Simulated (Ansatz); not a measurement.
Crystal: CuI2.

```
Cu I
1.0
     0.00000    3.51126    3.51126
     3.51126    0.00000    3.51126
     3.51126    3.51126    0.00000
Cu I
1 2
Direct
  0.00000 0.00000 0.00000
  0.25000 0.25000 0.25000
  0.75000 0.75000 0.75000
```

The cell comes from a database or a generator and needn't be the stable form of this composition.

Base run:

* Program: Ansatz 0.2.0
* Functional: r2SCAN
* Potentials or basis: Ansatz PAW
* Cutoff: 500 eV (not typed: the program's choice for these potentials)
* k mesh: 5 × 5 × 5
* Occupations: gaussian, width 0.05 eV
* Spin: collinear spin, program default start
* Hubbard terms: Cu d U = 3 eV

Its results: pressure 2.4 GPa.

Problem. The run is repeated on the same cell with these changes: functional from r2SCAN to LDA; cutoff from 500 eV (not typed: the program's choice for these potentials) to 420 eV (not typed: the program's choice for these potentials); fixed moment from none to 0 μB. What comes out?

Solution. Pressure -1.9 GPa.

Caveats: the magnetic or orbital state may not be the lowest; the PAW data sets come from PBE, with cores solved anew for the run's functional, which leaves a small shift of forces and pressure; the total moment is fixed, so each spin has its own Fermi level (some runs); the thresholds are loose for stress (some runs).
